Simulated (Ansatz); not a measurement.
**AlGaH (quartet): B97M-V, PBE0 over a scan of the distance Al1–Ga2, 6-31G**

Aim: run AlGaH (quartet) with these functionals over a scan of the distance Al1–Ga2, and hold them against the top wave-function level at the same points.

The runs use Ansatz 0.2.0, Gaussian basis; 6-31G, all electrons in the functionals.

Plan: B97M-V, PBE0, at 1.841 Å; 2.072 Å; 2.344 Å; 2.627 Å; 2.844 Å; 3.257 Å; 3.760 Å; 4.407 Å; 5.126 Å; 6.374 Å; 8.127 Å.

17 further runs of the same task are left out: 13 that didn't finish, 4 set aside as unsound or not needed.

**1. The system**

The geometry derives from a PBE0/def2-TZVP stationary point (not a proven minimum). One bond is set to the value named and the two fragments are kept rigid. No spin-orbit coupling is included. The filled d shell of Ga may be among the frozen orbitals whatever the setting's name suggests; the logs give the count.

3 atoms, charge 0, spin multiplicity 4.

Atoms are counted from 1 here; the program's logs count them from 0.

Bond lengths: Al1–Ga2 2.344 Å, Al1–H3 1.582 Å. Angles: Ga2–Al1–H3 180.0°.

No dispersion term is added; B97M-V holds VV10 nonlocal correlation.

The geometry shown and the zero of energy belong to the point 2.344 Å. The yardstick, FCI, and other wave-function levels (R restricted, U unrestricted, valence and pair active spaces) come from earlier runs.

**2. B97M-V, 1.841 Å**

File in.yaml:

```yaml
crystal:
  periodic: [false, false, false]
  atoms:
    - {symbol: Al, position_ang: [0.000000, 0.000000, 0.086367]}
    - {symbol: Ga, position_ang: [0.000000, 0.000000, -1.754633]}
    - {symbol: H, position_ang: [0.000000, 0.000000, 1.668267]}
basis:
  gaussian: {orbitals: 6-31G}
magnetization: {spin_polarized: true, initial_magnetization: 3}
hamiltonian: {xc: {name: B97M-V}}
```

The run is started by

```sh
> ansatz run in.yaml --threads 1 --pin off --events-out ev --progress --plain --max-ram 2393MiB
```

After this run come: B97M-V, 2.072 Å; B97M-V, 2.344 Å; B97M-V, 2.627 Å; B97M-V, 2.844 Å; B97M-V, 3.257 Å; B97M-V, 3.760 Å; B97M-V, 4.407 Å; B97M-V, 5.126 Å; B97M-V, 6.374 Å; B97M-V, 8.127 Å; PBE0, 1.841 Å; PBE0, 2.072 Å; PBE0, 2.344 Å; PBE0, 2.627 Å; PBE0, 2.844 Å; PBE0, 3.257 Å; PBE0, 3.760 Å; PBE0, 4.407 Å; PBE0, 5.126 Å; PBE0, 6.374 Å; PBE0, 8.127 Å.

Q: Predict the results of all the runs planned. Wanted: span of the FCI curve; largest miss, B97M-V; largest miss, PBE0.

As calculated:

| quantity | value |
| --- | --- |
| span of the FCI curve | 66.2 kcal/mol |
| largest miss, B97M-V | +12.4 kcal/mol (8.127 Å) |
| largest miss, PBE0 | +11.3 kcal/mol (4.407 Å) |

**Reading.** Of the functionals, PBE0 keep the smallest largest miss at the points compared (at most 11.3 kcal/mol) and B97M-V strays most (12.4 kcal/mol, at 8.127 Å). Functionals and the yardstick converge differently with the basis, so part of each miss in 6-31G is the basis.
